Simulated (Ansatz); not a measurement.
# Y2TlSe6: the cost of one run

Computed with Ansatz 0.2.0 (DFT PBE, scalar-relativistic, plane waves, PAW, unless a step's input says otherwise).

## Step 1: The structure to begin with

Symmetry: Fm-3m, No. 225, cubic system. The conventional cell has a = 11.310 Å, b = 11.310 Å, c = 11.310 Å, α = 90.00°, β = 90.00°, γ = 90.00°. Y (site symmetry -43m) has 6 Se at 2.83 Å as nearest neighbours. Tl (site symmetry m-3m) has 12 Se at 4.00 Å as nearest neighbours. Se (site symmetry mmm) has 2 Y at 2.83 Å and 2 Tl at 4.00 Å as nearest neighbours.

Structure file:

```cif
data_structure
_symmetry_space_group_name_H-M 'Fm-3m'
_symmetry_Int_Tables_number 225
_cell_length_a 11.3102
_cell_length_b 11.3102
_cell_length_c 11.3102
_cell_angle_alpha 90.000
_cell_angle_beta 90.000
_cell_angle_gamma 90.000
_cell_volume 1446.79
loop_
_atom_site_label
_atom_site_type_symbol
_atom_site_symmetry_multiplicity
_atom_site_Wyckoff_symbol
_atom_site_fract_x
_atom_site_fract_y
_atom_site_fract_z
_atom_site_occupancy
Y1 Y 8 c 0.25000 0.25000 0.75000 1
Tl1 Tl 4 a 0.00000 0.00000 0.00000 1
Se1 Se 24 d 0.00000 0.75000 0.75000 1
```

A structure generator made this guess: perovskite family, tilts a0a0a0, rock order on A (Fm-3m, No. 225). Its size is a rough estimate.

## Step 2: Probe: one point on a coarse mesh

File input.yaml:

```yaml
crystal:
  lattice:
    - [0.0, 5.65507735, 5.65507735]
    - [5.65507735, 0.0, 5.65507735]
    - [5.65507735, 5.65507735, 0.0]
  atoms:
    - { symbol: "Y", position: [0.75, 0.75, 0.75] }
    - { symbol: "Y", position: [0.25, 0.25, 0.25] }
    - { symbol: Tl, position: [0.0, 0.0, 0.0] }
    - { symbol: Se, position: [0.5, 0.0, 0.0] }
    - { symbol: Se, position: [0.0, 0.5, 0.0] }
    - { symbol: Se, position: [0.0, 0.0, 0.5] }
    - { symbol: Se, position: [0.0, 0.5, 0.5] }
    - { symbol: Se, position: [0.5, 0.0, 0.5] }
    - { symbol: Se, position: [0.5, 0.5, 0.0] }
basis:
  ecutwfc: 420
kpoints:
  mp_grid: { grid: [4, 4, 4] }
hamiltonian:
  xc: pbe
scf:
  occupations: { method: gaussian, width: 0.1 }
  lower_state_search: "off"
output:
  forces: true
  stress: true
  eigenvalues: true
```

Started as:

```sh
> ansatz run input.yaml --threads 1 --pin off --max-ram 2560MiB --backend cpu --events-out ev --progress --plain --runs-dir out
```

What time and memory should one allow on 1 thread of Arm Neoverse N1, shared host?

About 27 s, with a peak of 0.66 GiB.
